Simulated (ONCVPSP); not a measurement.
# Pseudopotential generation for gallium: ONCV, LDA (Perdew-Wang 92)

Task: generate the file, and judge it by its errors in other configurations, its logarithmic derivatives, its ghosts and its cutoff.

The numbers are computed with ONCVPSP 4.0.1.1 (patched build) (LDA (Perdew-Wang 92), scalar-relativistic, spin-unpolarised reference atom).

### 1 The atom and the settings

Typed settings, in words:

| Property | Result |
| --- | --- |
| element | gallium (Ga, Z = 31) |
| type | optimised norm-conserving Vanderbilt (ONCV) |
| frozen core | [Ar] |
| valence charge | 13 |
| reference configuration | 3d10 4s1 (charge +2) |
| partial waves | 4s: rc 1.50 bohr, ncon 5, nbas 9, qcut 4 1/bohr, 2 projectors, debl 1 Ha; p scattering state at 0.33 Ha: rc 1.35 bohr, ncon 3, nbas 8, qcut 5.5 1/bohr, 1 projector; 3d: rc 0.80 bohr, ncon 4, nbas 8, qcut 19.6 1/bohr, local |
| local potential | the d channel |
| core correction | not asked for |

The outer shells as boxes (Hund's rule for the drawing; the calculation is spin-unpolarised):

```
[Ar] core
3d [↑↓][↑↓][↑↓][↑↓][↑↓]
4s [↑ ]
```

An earlier all-electron run gives the scale for the radii.

All-electron outer shells of the reference configuration (LDA (PZ), scalar-relativistic, ld1.x):

```tsv
shell	level (eV)	outermost node (bohr)	outermost maximum (bohr)
3p	-119.13	0.24	0.56
3d	-39.74	–	0.53
4s	-26.48	0.80	1.78
4p	-18.04	0.86	2.10
```

### 2 Generation

Contents of Ga.dat:

```
# ATOM AND REFERENCE CONFIGURATION
# atsym  z   nc   nv     iexc    psfile
  Ga 31.00    5    2  -001012      upf
#
#   n    l    f
    1    0    2.00
    2    0    2.00
    2    1    6.00
    3    0    2.00
    3    1    6.00
    3    2   10.00
    4    0    1.00
#
# PSEUDOPOTENTIAL AND OPTIMIZATION
# lmax
    2
#
#   l,   rc,      ep,       ncon, nbas, qcut
    0    1.50    0.00    5    9    4.00
    1    1.35    0.33    3    8    5.50
    2    0.80    0.00    4    8   19.60
#
# LOCAL POTENTIAL
# lloc, lpopt,  rc(5),   dvloc0
    2    5    0.80    0.00
#
# VANDERBILT-KLEINMAN-BYLANDER PROJECTORs
# l, nproj, debl
    0    2    1.00
    1    1    1.40
    2    0    1.80
#
# MODEL CORE CHARGE
# icmod, fcfact, rcfact
    0    0.00    0.00
#
# LOG DERIVATIVE ANALYSIS
# epsh1, epsh2, depsh
   -3.00    5.00    0.02
#
# OUTPUT GRID
# rlmax, drl
    6.00    0.01
#
# TEST CONFIGURATIONS
# ncnf
    4
# nvcnf
#   n    l    f
    3
    3    2   10.00
    4    0    2.00
    4    1    1.00
#
    2
    3    2   10.00
    4    0    2.00
#
    2
    3    2   10.00
    4    0    0.00
#
    3
    3    2    9.00
    4    0    2.00
    4    1    2.00
#
```

Launch:

```
$ oncvpsp.x < Ga.dat > Ga.out
```

What does the calculation give? Wanted: cutoffs for 1 and 0.1 mHa per electron, occupied waves; bound ghosts; GHOST(+) flags; largest test error; largest phase difference near zero energy, channels read.

The runs gave:

| quantity | value |
| --- | --- |
| cutoffs for 1 and 0.1 mHa per electron, occupied waves | 150 Ha and 169 Ha |
| bound ghosts | s at -145.69 eV, p at -296.24 eV |
| GHOST(+) flags | s at 258 eV |
| largest test error (AE − PS) | -213 meV, for 3d9 4s2 4p2 |
| largest phase difference near zero energy, channels read | 0.028 rad |

What this shows: It has a bound ghost (s, p), a state that the atom doesn't have, and that rules the file out. The worst unpolarised test, 3d9 4s2 4p2, is off by 213 meV on 7.0 eV; by total energies transferability rates as poor. By its cutoff, 150 Ha for the looser tolerance, it is very hard. At the looser tolerance the 3d wave is the slowest; 4s needs 79 Ha. Near zero energy the phases of the channels with partial waves agree within 0.028 rad. The program also flags highly localised states, GHOST(+) (s). These are tests on the free atom; a crystal test is still owed.
